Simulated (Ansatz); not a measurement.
# C2H4FSi (charge +1): rotation by 120° about the C1–C2 bond

Aim: the minimum-energy path and barrier of the rotation by 120° about the C1–C2 bond. The ends are relaxed first, then joined by a nudged elastic band. SMILES of the start: CC(F)=[SiH+].

Program: Ansatz 0.2.0. Level of theory: RKS PBE0-D4/STO-3G. These are calculated values, not measurements.

## 1. Starting point

Bond lengths: C1–C2 1.473 Å, C2–F3 1.330 Å, C2–Si4 1.826 Å, C1–H5 1.095 Å, C1–H6 1.095 Å, C1–H7 1.084 Å, Si4–H8 1.454 Å. Angles: C1–C2–F3 113.2°, C1–C2–Si4 127.1°, F3–C2–Si4 113.8°, C2–C1–H5 112.2°, C2–C1–H6 106.9°, C2–C1–H7 112.4°, H5–C1–H6 104.8°, H5–C1–H7 110.3°, H6–C1–H7 109.9°, C2–Si4–H8 129.2°.

Coordinates:

```xyz
8

C    -0.0700    1.0255   -0.3375
C     0.4002   -0.3114    0.0629
F     1.7052   -0.3545    0.3170
Si   -0.5622   -1.6058    0.9196
H     0.1979    1.7949    0.3935
H     0.4805    1.2982   -1.2440
H    -1.1364    1.0475   -0.5335
H    -1.0152   -2.8944    0.4220
```

## 2. End point A

Contents of input.yaml:

```yaml
crystal:
  periodic: [false, false, false]
  atoms:
    - { symbol: C, position_ang: [-0.07002, 1.02552, -0.33749] }
    - { symbol: C, position_ang: [0.40019, -0.31144, 0.06286] }
    - { symbol: F, position_ang: [1.70522, -0.35455, 0.31703] }
    - { symbol: Si, position_ang: [-0.56217, -1.60583, 0.91965] }
    - { symbol: H, position_ang: [0.19789, 1.79489, 0.39347] }
    - { symbol: H, position_ang: [0.48054, 1.29824, -1.24404] }
    - { symbol: H, position_ang: [-1.13639, 1.04753, -0.53347] }
    - { symbol: H, position_ang: [-1.01525, -2.89435, 0.42198] }
total_charge: 1
basis:
  gaussian: { orbitals: STO-3G }
hamiltonian:
  xc: pbe0
  dispersion: d4
relax:
  f_tol: 0.015
  max_steps: 40
```

Command:

```
ansatz run input.yaml --threads 1 --pin off --max-ram 2048MiB --backend cpu --events-out ev --progress --plain --runs-dir out
```

Output, cut to the lines that bear on the results:

```text
Warning: RAYON_NUM_THREADS=1 ignored (pool sized by the plan → 1); use --threads N
[...]
Functional definition: PBE0
[...]
396 factors; integrals over basis functions are off by at most 9.8e-6 eV
[...]
mean field -12560.57549077 eV, -461.5926354220 hartree, gradient 3.1e-6 eV, S^2 0.000000; 0 other end points of the search recorded, 0 dependent functions left out
[...]
reference -12560.57550619 eV, -461.5926359887 hartree; 19, 19 occupied and 9, 9 virtual orbitals, 396 factors
relax step   1: F+E_penalty+E_count = -12560.67770952 eV  Δ(F+E_penalty+E_count) = +0.000e0 eV  max|allowed force component| = 1.927e0 eV/Å  Δτ_max = 0.0000 Å  (25 SCF iters, accepted)
[...]
relax step   3: F+E_penalty+E_count = -12561.24965230 eV  Δ(F+E_penalty+E_count) = -1.568e-1 eV  max|allowed force component| = 1.174e0 eV/Å  Δτ_max = 0.1950 Å  (33 SCF iters, accepted)
[...]
relax step   5: F+E_penalty+E_count = -12561.36202050 eV  Δ(F+E_penalty+E_count) = -3.547e-2 eV  max|allowed force component| = 2.192e-1 eV/Å  Δτ_max = 0.1013 Å  (27 SCF iters, accepted)
[...]
relax step   7: F+E_penalty+E_count = -12561.36987981 eV  Δ(F+E_penalty+E_count) = -1.175e-3 eV  max|allowed force component| = 4.547e-2 eV/Å  Δτ_max = 0.0269 Å  (28 SCF iters, accepted)
[...]
relax step   8: F+E_penalty+E_count = -12561.36993232 eV  Δ(F+E_penalty+E_count) = -5.251e-5 eV  max|allowed force component| = 3.953e-2 eV/Å  Δτ_max = 0.0161 Å  (28 SCF iters, accepted)
[...]
relax step   9: F+E_penalty+E_count = -12561.37010472 eV  Δ(F+E_penalty+E_count) = -1.724e-4 eV  max|allowed force component| = 1.230e-2 eV/Å  Δτ_max = 0.0060 Å  (22 SCF iters, accepted)
397 factors; integrals over basis functions are off by at most 4.8e-5 eV
mean field -12561.26650822 eV, -461.6180298448 hartree, gradient 2.2e-5 eV, S^2 0.000000; 1 other end points of the search recorded, 0 dependent functions left out
[...]
reference -12561.26652349 eV, -461.6180304062 hartree; 19, 19 occupied and 9, 9 virtual orbitals, 397 factors
Total energy: -12561.37012000 eV, -461.6218375074 hartree
Atom 0 at    -0.089471     0.920333    -0.336328 Å, force    -0.007796     0.002757     0.010296 eV/Å
Atom 1 at     0.465900    -0.363879     0.270398 Å, force     0.006238     0.003932    -0.002137 eV/Å
Atom 2 at     1.786530    -0.443937     0.250930 Å, force     0.007978     0.001308    -0.002443 eV/Å
Atom 3 at    -0.653431    -1.547310     1.256571 Å, force    -0.012297     0.001814     0.010675 eV/Å
Atom 4 at     0.131071     1.767889     0.342426 Å, force     0.004522     0.001677    -0.002846 eV/Å
Atom 5 at     0.410370     1.126975    -1.298755 Å, force     0.002222    -0.002774    -0.005354 eV/Å
Atom 6 at    -1.177223     0.852696    -0.481403 Å, force    -0.002867    -0.000174     0.001368 eV/Å
Atom 7 at    -0.873738    -2.312756    -0.003848 Å, force     0.002000    -0.008541    -0.009559 eV/Å
Dipole moment:    -0.249617    -0.121081     0.059581 e Å
```

Wall time 12 s (1 thread of an Arm CPU, shared host); peak memory 0.11 GiB.

The steps of the relaxation:

```
step  energy from step 1 (eV)  largest force component (eV/Å)
   1                   0.0000                          1.9273
   2                  -0.4151                          1.0428
   3                  -0.5719                          1.1742
   4                  -0.6488                          0.6926
   5                  -0.6843                          0.2192
   6                  -0.6910                          0.0797
   7                  -0.6922                          0.0455
   8                  -0.6922                          0.0395
   9                  -0.6924                          0.0123
```

Step 1 is the start.

After: Bond lengths: C1–C2 1.525 Å, C2–F3 1.323 Å, C2–Si4 1.904 Å, C1–H5 1.108 Å, C1–H6 1.104 Å, C1–H7 1.099 Å, Si4–H8 1.491 Å. Angles: C1–C2–F3 114.1°, C1–C2–Si4 121.0°, F3–C2–Si4 123.8°, C2–C1–H5 109.1°, C2–C1–H6 109.9°, C2–C1–H7 111.2°, H5–C1–H6 107.5°, H5–C1–H7 109.0°, H6–C1–H7 110.1°, C2–Si4–H8 88.2°.

## 3. End point B

The second end starts from a geometry with the move made by hand.

Contents of input.yaml:

```yaml
crystal:
  periodic: [false, false, false]
  atoms:
    - { symbol: C, position_ang: [-0.07002, 1.02552, -0.33749] }
    - { symbol: C, position_ang: [0.40019, -0.31144, 0.06286] }
    - { symbol: F, position_ang: [-0.19061, -0.76772, 1.16392] }
    - { symbol: Si, position_ang: [1.03967, -1.62664, -1.03121] }
    - { symbol: H, position_ang: [0.19789, 1.79489, 0.39347] }
    - { symbol: H, position_ang: [0.48054, 1.29824, -1.24404] }
    - { symbol: H, position_ang: [-1.13639, 1.04753, -0.53347] }
    - { symbol: H, position_ang: [2.38698, -2.16313, -1.13203] }
total_charge: 1
basis:
  gaussian: { orbitals: STO-3G }
hamiltonian:
  xc: pbe0
  dispersion: d4
relax:
  f_tol: 0.015
  max_steps: 40
```

Command:

```
ansatz run input.yaml --threads 1 --pin off --max-ram 2048MiB --backend cpu --events-out ev --progress --plain --runs-dir out
```

Output, cut to the lines that bear on the results:

```text
Warning: RAYON_NUM_THREADS=1 ignored (pool sized by the plan → 1); use --threads N
[...]
Functional definition: PBE0
[...]
396 factors; integrals over basis functions are off by at most 9.6e-6 eV
[...]
mean field -12560.52395470 eV, -461.5907415064 hartree, gradient 4.2e-6 eV, S^2 0.000000; 0 other end points of the search recorded, 0 dependent functions left out
[...]
reference -12560.52397007 eV, -461.5907420710 hartree; 19, 19 occupied and 9, 9 virtual orbitals, 396 factors
relax step   1: F+E_penalty+E_count = -12560.62636895 eV  Δ(F+E_penalty+E_count) = +0.000e0 eV  max|allowed force component| = 1.620e0 eV/Å  Δτ_max = 0.0000 Å  (25 SCF iters, accepted)
[...]
relax step   4: F+E_penalty+E_count = -12561.32698232 eV  Δ(F+E_penalty+E_count) = -8.011e-2 eV  max|allowed force component| = 8.245e-1 eV/Å  Δτ_max = 0.2000 Å  (27 SCF iters, accepted)
[...]
reference -12561.26696716 eV, -461.6180467105 hartree; 19, 19 occupied and 9, 9 virtual orbitals, 398 factors
Total energy: -12561.37056121 eV, -461.6218537219 hartree
Atom 0 at     0.027625     0.949311    -0.391691 Å, force    -0.001098     0.009971     0.001187 eV/Å
Atom 1 at     0.279672    -0.495283     0.027171 Å, force    -0.009104    -0.010168    -0.002792 eV/Å
Atom 2 at    -0.144078    -0.786689     1.246425 Å, force     0.002102     0.003221    -0.000818 eV/Å
Atom 3 at     0.842500    -1.798087    -1.243183 Å, force     0.003768     0.009246     0.005708 eV/Å
Atom 4 at     0.398432     1.632457     0.393804 Å, force    -0.003887    -0.006356    -0.010541 eV/Å
Atom 5 at     0.516689     1.176853    -1.349806 Å, force    -0.003654    -0.000247     0.006887 eV/Å
Atom 6 at    -1.062869     1.118551    -0.490650 Å, force     0.012410    -0.002940     0.002556 eV/Å
Atom 7 at     2.250279    -1.499862    -0.850061 Å, force    -0.000537    -0.002727    -0.002187 eV/Å
Dipole moment:     0.137035    -0.079800    -0.233170 e Å
```

Run time: 18 s. Hardware: 1 thread of an Arm CPU, shared host; peak memory 0.11 GiB.

Step by step:

```csv
step,energy from step 1 (eV),largest force component (eV/Å)
1,0.0000,1.6203
2,-0.4627,0.8564
3,-0.6205,1.2342
4,-0.7006,0.8245
5,-0.7397,0.1746
6,-0.7427,0.0587
7x,-0.7427,0.1198
8,-0.7433,0.0231
9,-0.7436,0.0180
10,-0.7439,0.0182
11,-0.7441,0.0232
12x,-0.7440,0.0562
13,-0.7442,0.0124
```

Step 1 is the start. 2 steps were tried and not accepted (marked x).

After: Bond lengths: C1–C2 1.525 Å, C2–F3 1.323 Å, C2–Si4 1.905 Å, C1–H5 1.105 Å, C1–H6 1.100 Å, C1–H7 1.108 Å, Si4–H8 1.492 Å. Angles: C1–C2–F3 114.1°, C1–C2–Si4 120.9°, F3–C2–Si4 124.0°, C2–C1–H5 109.6°, C2–C1–H6 111.2°, C2–C1–H7 109.4°, H5–C1–H6 110.0°, H5–C1–H7 107.4°, H6–C1–H7 109.2°, C2–Si4–H8 88.1°.

## 4. The band

crystal.atoms is end A as relaxed above, and neb.final_atoms is end B, turned to lie on A. With 5 inner images the band has 7 in all.

Contents of input.yaml:

```yaml
crystal:
  periodic: [false, false, false]
  atoms:
    - { symbol: C, position_ang: [-0.089471, 0.920333, -0.336328] }
    - { symbol: C, position_ang: [0.4659, -0.363879, 0.270398] }
    - { symbol: F, position_ang: [1.78653, -0.443937, 0.25093] }
    - { symbol: Si, position_ang: [-0.653431, -1.54731, 1.256571] }
    - { symbol: H, position_ang: [0.131071, 1.767889, 0.342426] }
    - { symbol: H, position_ang: [0.41037, 1.126975, -1.298755] }
    - { symbol: H, position_ang: [-1.177223, 0.852696, -0.481403] }
    - { symbol: H, position_ang: [-0.873738, -2.312756, -0.003848] }
total_charge: 1
basis:
  gaussian: { orbitals: STO-3G }
hamiltonian:
  xc: pbe0
  dispersion: d4
neb:
  order_check: false
  images: 5
  f_tol: 0.05
  max_iterations: 60
  initial_path: idpp
  final_atoms:
    - { symbol: C, position_ang: [-0.09166147, 0.91351251, -0.3505837] }
    - { symbol: C, position_ang: [0.33979006, -0.29775992, 0.46947334] }
    - { symbol: F, position_ang: [1.50023441, -0.14710302, 1.08731899] }
    - { symbol: Si, position_ang: [-0.87031997, -1.72805935, 0.81262081] }
    - { symbol: H, position_ang: [0.7371603, 1.22798006, -1.01039678] }
    - { symbol: H, position_ang: [-0.98583559, 0.69003185, -0.95012715] }
    - { symbol: H, position_ang: [-0.31236764, 1.75903735, 0.3305835] }
    - { symbol: H, position_ang: [-0.31699211, -2.41762849, -0.388898] }
```

Command:

```
ansatz run input.yaml --threads 1 --pin off --max-ram 2048MiB --backend cpu --events-out ev --progress --plain --runs-dir out
```

Output, cut to the lines that bear on the results:

```text
Warning: RAYON_NUM_THREADS=1 ignored (pool sized by the plan → 1); use --threads N
[...]
Functional definition: PBE0
[...]
395 factors; integrals over basis functions are off by at most 2.0e-5 eV
[...]
mean field -12561.26650645 eV, -461.6180297797 hartree, gradient 5.3e-5 eV, S^2 0.000000; 0 other end points of the search recorded, 0 dependent functions left out
[...]
reference -12561.26652164 eV, -461.6180303379 hartree; 19, 19 occupied and 9, 9 virtual orbitals, 395 factors
396 factors; integrals over basis functions are off by at most 3.0e-5 eV
[...]
mean field -12561.26694285 eV, -461.6180458171 hartree, gradient 5.5e-5 eV, S^2 0.000000; 0 other end points of the search recorded, 0 dependent functions left out
[...]
reference -12561.26695804 eV, -461.6180463753 hartree; 19, 19 occupied and 9, 9 virtual orbitals, 396 factors
[...]
NEB iter   5: max|band force component| = 3.686e-2 eV/Å  barrier→ = 0.0265 eV  barrier← = 0.0270 eV  CI = image 3  Δτ_max = 0.0000 Å  (252 SCF iters)
Total energy: -12561.34360007 eV, -461.6208629180 hartree
Atom 0 at    -0.140069     0.970395    -0.221437 Å, force    -0.021327     0.029404     0.008723 eV/Å
Atom 1 at     0.371155    -0.325781     0.401448 Å, force     0.028372    -0.011279     0.012116 eV/Å
Atom 2 at     1.579657    -0.225580     0.932565 Å, force    -0.004135     0.003157    -0.005186 eV/Å
Atom 3 at    -0.730451    -1.863808     0.688073 Å, force    -0.003836    -0.016000     0.003739 eV/Å
Atom 4 at     0.527409     1.813872     0.013256 Å, force    -0.002420    -0.012858     0.001224 eV/Å
Atom 5 at    -0.183848     0.838861    -1.319568 Å, force     0.004898    -0.006457    -0.009153 eV/Å
Atom 6 at    -1.163012     1.186583     0.129908 Å, force     0.003187     0.006783    -0.009807 eV/Å
Atom 7 at    -0.260832    -2.394531    -0.624253 Å, force    -0.004739     0.007250    -0.001657 eV/Å
Dipole moment:    -0.234064    -0.179383    -0.101633 e Å
this run last wrote the band of iteration 5 to <dir>
```

It took 32 s on 1 thread of an Arm CPU, shared host; peak memory 0.09 GiB.

## 5. What the band shows

Images 0 and 6 are the ends. Energies count from image 0; the path length is the program's own measure over all atoms.

| image | path (Å) | energy (eV) | dihedral H5–C1–C2–Si4 (°) | band force (eV/Å) |
| --- | --- | --- | --- | --- |
| 0 | 0.000 | 0.0000 | 98 | - |
| 1 | 0.543 | 0.0040 | 119 | 0.026 |
| 2 | 1.086 | 0.0171 | 141 | 0.023 |
| 3* | 1.630 | 0.0265 | 161 | 0.029 |
| 4 | 2.151 | 0.0215 | 179 | 0.037 |
| 5 | 2.673 | 0.0072 | -161 | 0.025 |
| 6 | 3.195 | -0.0004 | -141 | - |

The star marks the climbing image.

image, energy (eV) and a bar:
```
        0      0.000 
        1      0.004 #####
        2      0.017 ####################
        3      0.027 ##############################
        4      0.021 ########################
        5      0.007 ########
        6      0.000
```

How the highest energy settled:

| iteration | highest image above image 0 (eV) | largest band force (eV/Å) |
| --- | --- | --- |
| 1 | 0.0820 | 1.384 |
| 2 | 0.0297 | 0.248 |
| 3 | 0.0335 | 0.513 |
| 4 | 0.0270 | 0.118 |
| 5 | 0.0265 | 0.037 |

Positions of all images (Å):

```xyz
8
image=0 dE=0.0000
C    -0.089    0.920   -0.336
C     0.466   -0.364    0.270
F     1.787   -0.444    0.251
Si   -0.653   -1.547    1.257
H     0.131    1.768    0.342
H     0.410    1.127   -1.299
H    -1.177    0.853   -0.481
H    -0.874   -2.313   -0.004
8
image=1 dE=0.0040
C    -0.110    0.938   -0.288
C     0.443   -0.345    0.322
F     1.758   -0.345    0.475
Si   -0.702   -1.664    1.083
H     0.287    1.819    0.249
H     0.235    1.008   -1.338
H    -1.209    0.949   -0.267
H    -0.702   -2.362   -0.235
8
image=2 dE=0.0171
C    -0.126    0.959   -0.247
C     0.409   -0.331    0.367
F     1.688   -0.274    0.706
Si   -0.725   -1.775    0.893
H     0.421    1.836    0.136
H     0.037    0.908   -1.342
H    -1.206    1.068   -0.065
H    -0.497   -2.390   -0.447
8
image=3 dE=0.0265
C    -0.140    0.970   -0.221
C     0.371   -0.326    0.401
F     1.580   -0.226    0.933
Si   -0.730   -1.864    0.688
H     0.527    1.814    0.013
H    -0.184    0.839   -1.320
H    -1.163    1.187    0.130
H    -0.261   -2.395   -0.624
8
image=4 dE=0.0215
C    -0.159    0.970   -0.205
C     0.335   -0.329    0.427
F     1.442   -0.191    1.140
Si   -0.709   -1.931    0.479
H     0.597    1.764   -0.114
H    -0.403    0.798   -1.267
H    -1.087    1.294    0.304
H    -0.017   -2.375   -0.764
8
image=5 dE=0.0072
C    -0.189    0.957   -0.186
C     0.298   -0.338    0.456
F     1.280   -0.171    1.327
Si   -0.656   -1.980    0.269
H     0.634    1.687   -0.254
H    -0.615    0.763   -1.182
H    -0.983    1.395    0.452
H     0.231   -2.312   -0.882
8
image=6 dE=-0.0004
C    -0.167    0.945   -0.212
C     0.303   -0.336    0.469
F     1.322   -0.166    1.296
Si   -0.727   -1.935    0.364
H     0.698    1.466   -0.659
H    -0.918    0.731   -0.987
H    -0.609    1.623    0.545
H     0.097   -2.329   -0.816
```

## 6. Frequencies at the highest image

The geometry is the highest inner image of the first converged band.

Contents of input.yaml:

```yaml
crystal:
  periodic: [false, false, false]
  atoms:
    - { symbol: C, position_ang: [-0.140069, 0.970395, -0.221437] }
    - { symbol: C, position_ang: [0.371155, -0.325781, 0.401448] }
    - { symbol: F, position_ang: [1.579657, -0.22558, 0.932565] }
    - { symbol: Si, position_ang: [-0.730451, -1.863808, 0.688073] }
    - { symbol: H, position_ang: [0.527409, 1.813872, 0.013256] }
    - { symbol: H, position_ang: [-0.183848, 0.838861, -1.319568] }
    - { symbol: H, position_ang: [-1.163012, 1.186583, 0.129908] }
    - { symbol: H, position_ang: [-0.260832, -2.394531, -0.624253] }
total_charge: 1
basis:
  gaussian: { orbitals: STO-3G }
hamiltonian:
  xc: pbe0
  dispersion: d4
phonons: {}
```

Command:

```
ansatz run input.yaml --threads 1 --pin off --max-ram 2048MiB --backend cpu --events-out ev --progress --plain --runs-dir out
```

Output, cut to the lines that bear on the results:

```text
Warning: RAYON_NUM_THREADS=1 ignored (pool sized by the plan → 1); use --threads N
[...]
Functional definition: PBE0
[...]
396 factors; integrals over basis functions are off by at most 1.4e-5 eV
[...]
mean field -12561.24035039 eV, -461.6170685625 hartree, gradient 4.0e-5 eV, S^2 0.000000; 0 other end points of the search recorded, 0 dependent functions left out
[...]
reference -12561.24036548 eV, -461.6170691170 hartree; 19, 19 occupied and 9, 9 virtual orbitals, 396 factors
[...]
396 factors; integrals over basis functions are off by at most 1.4e-5 eV
[...]
mean field -12561.24008378 eV, -461.6170587645 hartree, gradient 1.0e-6 eV, S^2 0.000000; 0 other end points of the search recorded, 0 dependent functions left out
[...]
reference -12561.24009887 eV, -461.6170593191 hartree; 19, 19 occupied and 9, 9 virtual orbitals, 396 factors
[...]
396 factors; integrals over basis functions are off by at most 1.3e-5 eV
[...]
WARN: phonons: modes at or below zero, which the zero-point energy, F, S and C_V leave out: 1, the lowest at -103.62 cm⁻¹. A minimum has none, and a first-order saddle one
[...]
Total energy: -12561.34360709 eV, -461.6208631761 hartree
Atom 0 at    -0.140069     0.970395    -0.221437 Å, force    -0.021390     0.029455     0.008693 eV/Å
Atom 1 at     0.371155    -0.325781     0.401448 Å, force     0.028256    -0.011175     0.012125 eV/Å
Atom 2 at     1.579657    -0.225580     0.932565 Å, force    -0.004053     0.003090    -0.005188 eV/Å
Atom 3 at    -0.730451    -1.863808     0.688073 Å, force    -0.003832    -0.016029     0.003768 eV/Å
Atom 4 at     0.527409     1.813872     0.013256 Å, force    -0.002401    -0.012901     0.001242 eV/Å
Atom 5 at    -0.183848     0.838861    -1.319568 Å, force     0.004914    -0.006447    -0.009178 eV/Å
Atom 6 at    -1.163012     1.186583     0.129908 Å, force     0.003215     0.006745    -0.009804 eV/Å
Atom 7 at    -0.260832    -2.394531    -0.624253 Å, force    -0.004710     0.007261    -0.001657 eV/Å
Dipole moment:    -0.234063    -0.179382    -0.101632 e Å
Vibrations: -103.62 210.09 338.67 373.98 381.78 609.10 741.78 1002.07 1082.17 1240.83 1494.37 1515.54 1601.90 1614.69 2497.27 3323.16 3466.35 3520.27 cm⁻¹, zero-point energy 1.550671 eV
```

Run time: 35 s. Hardware: 1 thread of an Arm CPU, shared host; peak memory 0.08 GiB.

Of 18 modes, 1 is imaginary by more than 30 cm⁻¹ (104i cm⁻¹).

## 7. What came out

| quantity | value |
| --- | --- |
| end A | 8 moves, 0.692 eV lower |
| end B | 10 moves, 0.744 eV lower |
| barrier forwards | 0.027 eV |
| barrier backwards | 0.027 eV |
| second end relative to first | 0.000 eV |
| highest image | 3 of 0 to 6, climbing |
| band iterations | 5 |
| imaginary modes at the top | 104i cm⁻¹ |

In words: The barrier from the first end is 0.027 eV, 1.0 times kT at 300 K. The two ends lie within 1 meV of each other. The listed dihedral goes from 98° at end A through 161° at the highest image to -141° at end B. One imaginary mode, as a first-order saddle point has. These are electronic energies, with no zero-point or thermal terms. The basis is very small, so the numbers are rough.
